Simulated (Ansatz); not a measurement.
# Lu2Cr2C3: a single-point run

The task is a single-point run on Lu2Cr2C3. The structure is shown as the input types it.

Computed with Ansatz 0.2.0 (DFT PBEsol, scalar-relativistic, plane waves, PAW; settings changed (as first typed), unless a step's input says otherwise).

1 further run of the same task is left out (set aside as unsound or not needed). Runs told in other sessions of the task aren't counted.

## Step 1: The structure to begin with

The structure is monoclinic, space group C2/m (No. 12). The conventional cell has a = 10.356 Å, b = 3.224 Å, c = 5.388 Å, α = 90.00°, β = 106.74°, γ = 90.00°. Around C (site symmetry m) lie 3 Cr at 1.95 to 1.97 Å and 3 Lu at 2.34 to 2.49 Å. C (site symmetry 2/m) has 2 Cr at 1.87 Å and 4 Lu at 2.39 Å in its first shell of neighbours. Cr (site symmetry m) is surrounded by 4 C at 1.87 to 1.97 Å. Lu (site symmetry m) is surrounded by 5 C at 2.34 to 2.49 Å.

Structure file:

```
CELL_PARAMETERS angstrom
-1.53136 3.22401 5.16603
3.64637 -1.61201 5.14575
5.17773 4.83602 -0.02028
ATOMIC_POSITIONS crystal
C 0.54852 0.68953 0.86416
C 0.88186 0.35620 0.19750
C 0.21519 0.02287 0.53083
C 0.45148 0.31047 0.13584
C 0.78481 0.97713 0.46917
C 0.11814 0.64380 0.80250
C 0.33333 0.66667 0.33333
C 0.66667 0.33333 0.66667
C 0.00000 0.00000 0.00000
Cr 0.89848 0.21834 0.47379
Cr 0.23182 0.88501 0.80713
Cr 0.56515 0.55168 0.14046
Cr 0.10152 0.78166 0.52621
Cr 0.43485 0.44832 0.85954
Cr 0.76818 0.11499 0.19287
Lu 0.26911 0.04898 0.17025
Lu 0.60244 0.71565 0.50359
Lu 0.93578 0.38231 0.83692
Lu 0.73089 0.95102 0.82975
Lu 0.06422 0.61769 0.16308
Lu 0.39756 0.28435 0.49641
```

## Step 2: Running it

input.yaml

```yaml
crystal:
  lattice:
    - [-1.5313649344, 3.2240131419, 5.1660318663]
    - [3.6463699941, -1.612006571, 5.1457521614]
    - [5.1777349285, 4.8360197129, -0.0202797049]
  atoms:
    - { symbol: C, position: [0.5485241639, 0.6895336087, 0.8641617603] }
    - { symbol: C, position: [0.8818574973, 0.3562002754, 0.1974950936] }
    - { symbol: C, position: [0.2151908306, 0.0228669421, 0.530828427] }
    - { symbol: C, position: [0.4514758361, 0.3104663913, 0.1358382397] }
    - { symbol: C, position: [0.7848091694, 0.9771330579, 0.469171573] }
    - { symbol: C, position: [0.1181425027, 0.6437997246, 0.8025049064] }
    - { symbol: C, position: [0.3333333333, 0.6666666667, 0.3333333333] }
    - { symbol: C, position: [0.6666666667, 0.3333333333, 0.6666666667] }
    - { symbol: C, position: [0.0, 0.0, 1.0] }
    - { symbol: Cr, position: [0.8984838012, 0.2183448456, 0.4737924144] }
    - { symbol: Cr, position: [0.2318171345, 0.8850115123, 0.8071257477] }
    - { symbol: Cr, position: [0.5651504679, 0.5516781789, 0.1404590811] }
    - { symbol: Cr, position: [0.1015161988, 0.7816551544, 0.5262075856] }
    - { symbol: Cr, position: [0.4348495321, 0.4483218211, 0.8595409189] }
    - { symbol: Cr, position: [0.7681828655, 0.1149884877, 0.1928742523] }
    - { symbol: Lu, position: [0.2691088069, 0.0489789755, 0.1702537872] }
    - { symbol: Lu, position: [0.6024421402, 0.7156456421, 0.5035871205] }
    - { symbol: Lu, position: [0.9357754736, 0.3823123088, 0.8369204539] }
    - { symbol: Lu, position: [0.7308911931, 0.9510210245, 0.8297462128] }
    - { symbol: Lu, position: [0.0642245264, 0.6176876912, 0.1630795461] }
    - { symbol: Lu, position: [0.3975578598, 0.2843543579, 0.4964128795] }
basis:
  ecutwfc: 420
  xc_grid: 2
kpoints:
  mp_grid: { grid: [4, 4, 3], shift: [0.5, 0.5, 0.0] }
hamiltonian:
  xc: pbesol
scf:
  occupations: { method: fermi_dirac, width: 0.3 }
  n_extra_bands: 0
  max_iter: 75
output:
  forces: true
  eigenvalues: true
  stress: true
```

On the command line:

```console
$ ansatz run input.yaml --threads 8 --pin off --max-ram 14336MiB --backend cpu --events-out ev --progress --plain --runs-dir out
```

**Question.** How will this run end, and is anything wrong with its input?

The program refused the input before any cycle. Its message: «inconsistent input (scf.n_extra_bands, scf.occupations.method): n_bands = 135 leaves no empty band above the 135 bands per channel that the deck's 270 electrons occupy ...»

In the input, scf.occupations.method is fermi_dirac; scf.occupations.width is 0.3; scf.n_extra_bands is 0. The band count leaves no room above the highest filled state.

Remedy: delete scf.n_extra_bands (the default then holds) and set scf.occupations.method to gaussian and scf.occupations.width to 0.05.
